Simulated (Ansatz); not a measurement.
# ZrNH3 (singlet): the correlation ladder at a displaced geometry (v2), def2-SVP

One table from this session's results is given with a row withheld; the runs are named, their logs left out.

Computed with Ansatz 0.2.0, Gaussian basis. Level: def2-SVP, core rule «outside noble gas», up to 5 orbitals frozen.

To be run: UHF; CCSD(T) on RHF; CCSD(T) on UHF; CISD; CASSCF and MRCISD+Q, 8 electrons in 8 orbitals; CASSCF and NEVPT2, 8 electrons in 8 orbitals.

15 further runs of the same task are left out: 7 that didn't finish, 8 set aside as unsound or not needed.

## The geometry

The geometry is a PBE0/def2-TZVP stationary point (not a proven minimum) with its atoms shifted at random (size 0.100 Å). No spin-orbit coupling is included. Elements past krypton take def2 core potentials.

5 atoms, charge 0, spin multiplicity 1.

Atoms are counted from 1 here; the program's logs count them from 0.

Bond lengths: Zr1–N2 2.238 Å, N2–H3 1.061 Å, N2–H4 1.122 Å, N2–H5 0.978 Å. Angles: Zr1–N2–H3 102.1°, Zr1–N2–H4 107.0°, Zr1–N2–H5 125.0°, H3–N2–H4 99.2°, H3–N2–H5 105.7°, H4–N2–H5 114.0°.

The first run:

in.yaml reads:

```yaml
crystal:
  periodic: [false, false, false]
  atoms:
    - {symbol: Zr, position_ang: [0.023210, 0.001182, 0.361645]}
    - {symbol: N, position_ang: [-0.141665, 0.014695, -1.869786]}
    - {symbol: H, position_ang: [-0.064948, -1.017166, -2.104563]}
    - {symbol: H, position_ang: [0.846597, 0.362656, -2.270059]}
    - {symbol: H, position_ang: [-0.913611, 0.343364, -2.372942]}
basis:
  gaussian: {orbitals: def2-SVP}
magnetization: {spin_polarized: true, initial_magnetization: 0}
hamiltonian: {xc: hf}
output: {orbitals: {seedname: orbitals}}
```

Launch:

```sh
$ ansatz run in.yaml --threads 1 --pin off --events-out ev --progress --plain --max-ram 2393MiB
```

Among the steps run: UHF; CCSD(T) on RHF; CCSD(T) on UHF; CISD; CASSCF and MRCISD+Q, 8 electrons in 8 orbitals; CASSCF and NEVPT2, 8 electrons in 8 orbitals.

One of the session's tables, all rows but one given; the rest of the session is left out.

It belongs to the step «Misses and costs». 

```
           method  from RCCSD(T) (meV)
              RHF              +7980.1
              UHF              +6951.7
             RMP2              +1222.4
             UMP2               +568.6
            RCCSD               +313.6
            UCCSD                    ?
         RCCSD(T)                    0
         UCCSD(T)               -695.6
  CASSCF frontier              +5047.9
  NEVPT2 frontier              +1378.3
  MRCISD frontier               +652.4
MRCISD+Q frontier               +153.5
```

Estimate the missing values for UCCSD.

**Answer.** from RCCSD(T) (meV): -420.7. In the column «from RCCSD(T) (meV)» it lies between UCCSD(T) (-695.6) and RCCSD(T) (0).

Not comparable, so not listed: CISD (they don't share determinant, frozen orbitals or solution with the rows shown, or repeat one).

Limits of these values: The determinant is far from a pure spin state, so its energy mixes those of several spin states (harmless only where they are near-degenerate, as at dissociation). The program flags UCCSD(T) as in doubt, so those rows may rest on another solution; read them beside their warnings. Warnings: restricted reference is unstable; spin contamination; coupled cluster took another determinant than the lowest; large T1 diagnostic. Restricted and unrestricted rows rest on different reference determinants; where their highest levels disagree by more than a few hundredths of an eV, they describe different states and don't form one ladder.
